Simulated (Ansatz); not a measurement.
GaSn3:

```
CELL_PARAMETERS angstrom
-2.27240 2.27240 4.91073
2.27240 -2.27240 4.91073
2.27240 2.27240 -4.91073
ATOMIC_POSITIONS crystal
Sn 0.50000 0.50000 0.00000
Sn 0.25000 0.75000 0.50000
Sn 0.75000 0.25000 0.50000
Ga 0.00000 0.00000 0.00000
```

The cell comes from a database or a generator and needn't be the stable form of this composition.

- Program: Ansatz 0.2.0
- Task: relaxation of cell and atoms
- Functional: PBE
- Potentials or basis: Ansatz PAW
- Cutoff: 420 eV (not typed: the program's choice for these potentials)
- k mesh: 8 × 8 × 8
- Occupations: fermi-dirac, width 0.05 eV
- Spin: no spin polarisation

At the start: volume 25.36 Å³/atom.

Question: Where does the relaxation end?

Answer: It ends after 11 steps and the volume is 26.12 Å³/atom (+3.0 %); space group I4/mmm (No. 139, to 0.05 Å).

The path:
| step | energy change (eV) | largest force (eV/Å) | volume (Å³) |
| --- | --- | --- | --- |
| 1 | 0.0000 | 0.0000 | 101.43 |
| 2 | -0.0147 | 0.0000 | 105.26 |
| 3 | -0.0182 | 0.0000 | 104.96 |
| 4 | -0.0359 | 0.0000 | 105.17 |
| 5 | -0.0722 | 0.0000 | 104.84 |
| 6 | -0.0732 | 0.0000 | 103.83 |
| 7 | -0.0780 | 0.0000 | 104.46 |
| 8 | -0.0797 | 0.0000 | 104.48 |
| 9 | -0.0801 | 0.0000 | 104.47 |
| 10 | -0.0803 | 0.0000 | 104.49 |
| 11 | -0.0812 | 0.0000 | 104.49 |

Final structure:
```yaml
crystal:
  lattice:
    - [-2.41369, 2.41369, 4.48378]
    - [2.41369, -2.41369, 4.48378]
    - [2.41369, 2.41369, -4.48378]
  atoms:
    - { symbol: Sn, position: [0.50000, 0.50000, 0.00000] }
    - { symbol: Sn, position: [0.25000, 0.75000, 0.50000] }
    - { symbol: Sn, position: [0.75000, 0.25000, 0.50000] }
    - { symbol: Ga, position: [0.00000, 0.00000, 0.00000] }
```

Caveat: the plane-wave basis is chosen anew once the cell has moved, so the energies of steps on either side of that aren't comparable.
